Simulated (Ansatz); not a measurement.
# CH6BClGeSi: one species, many methods

An exercise on one series of results from a longer session: the logs are not shown, and one member is left open.

Method: functionals in def2-TZVPP, the program's frozen cores in correlated methods; program: Ansatz 0.2.0, Gaussian basis.

The runs, in order: PBE-D4, r2SCAN-D4, PBE0-D4, B3LYP-D4, ωB97X-V, ωB97M-V, B2PLYP; CCSD(T)/def2-TZVPP; MP2/def2-QZVPP; extrapolation to the limit.

## The relaxed structure

All runs share one geometry, relaxed beforehand with PBE0-D4 in a triple-zeta def2 set.

11 atoms, charge 0, spin multiplicity 1.

Atoms are counted from 1 here; the program's logs count them from 0.

Bond lengths: B1–Si2 1.944 Å, B1–Ge3 2.207 Å, B1–H6 1.197 Å, B1–H7 1.197 Å, Si2–Ge3 2.458 Å, Si2–C4 1.857 Å, Si2–H8 1.494 Å, Ge3–C4 2.067 Å, Ge3–H9 1.527 Å, Ge3–H10 1.530 Å, C4–Cl5 1.755 Å, C4–H11 1.088 Å. Angles: Si2–B1–Ge3 72.3°, Si2–B1–H6 111.6°, Si2–B1–H7 121.7°, Ge3–B1–H6 122.1°, Ge3–B1–H7 100.1°, H6–B1–H7 119.7°, B1–Si2–Ge3 58.8°, B1–Si2–C4 106.5°, B1–Si2–H8 121.2°, Ge3–Si2–C4 55.1°, Ge3–Si2–H8 109.0°, C4–Si2–H8 107.5°, B1–Ge3–Si2 48.9°, B1–Ge3–C4 90.9°, B1–Ge3–H9 106.1°, B1–Ge3–H10 126.2°, Si2–Ge3–C4 47.5°, Si2–Ge3–H9 131.8° and more.

Set-up of the first run:

File in.yaml:

```yaml
crystal:
  periodic: [false, false, false]
  atoms:
    - {symbol: B, position_ang: [-0.398418, 1.160770, 1.198534]}
    - {symbol: Si, position_ang: [-1.169609, -0.477140, 0.491349]}
    - {symbol: Ge, position_ang: [0.793275, 0.563699, -0.560064]}
    - {symbol: C, position_ang: [0.217133, -1.406865, -0.321117]}
    - {symbol: Cl, position_ang: [-0.083005, -2.428592, -1.715533]}
    - {symbol: H, position_ang: [-1.179744, 2.067253, 1.160029]}
    - {symbol: H, position_ang: [0.450410, 1.144189, 2.042925]}
    - {symbol: H, position_ang: [-2.311117, -0.442545, -0.471425]}
    - {symbol: H, position_ang: [2.254897, 0.648052, -0.127909]}
    - {symbol: H, position_ang: [0.539050, 0.985693, -2.008443]}
    - {symbol: H, position_ang: [0.952528, -1.871613, 0.332252]}
basis:
  gaussian: {orbitals: def2-TZVPP}
hamiltonian: {xc: pbe, dispersion: d4}
output: {forces: true, orbitals: {seedname: orbitals}}
```

Run with:

```sh
$ ansatz run in.yaml --threads 4 --pin off --events-out ev --progress --plain --max-ram 10444MiB
```

Among the steps run: PBE-D4 (GGA); r2SCAN-D4 (meta-GGA); PBE0-D4 (hybrid); B3LYP-D4 (hybrid); ωB97X-V (range-separated); ωB97M-V (range-separated); B2PLYP (double hybrid); CCSD(T) in def2-TZVPP; MP2 in def2-QZVPP.

One table of the session follows, with a row left open; its other results are not shown here.

It belongs to the step «Atomisation energies». 

```
            method  atomisation energy (kJ/mol)
            PBE-D4                       3473.4
         r2SCAN-D4                       3448.8
           PBE0-D4                       3429.1
          B3LYP-D4                       3387.9
           ωB97X-V                       3423.6
           ωB97M-V                       3408.9
            B2PLYP                       3349.1
     HF/def2-TZVPP                       2438.2
    MP2/def2-TZVPP                       3366.4
   CCSD/def2-TZVPP                       3258.7
CCSD(T)/def2-TZVPP                            ?
           MP2/CBS                       3449.9
       CCSD(T)/CBS                       3408.0
```

**Question.** Estimate the row for CCSD(T)/def2-TZVPP.

The run gave: atomisation energy (kJ/mol): 3324.5. In the column «atomisation energy (kJ/mol)» it lies between CCSD/def2-TZVPP (3258.7) and B2PLYP (3349.1).
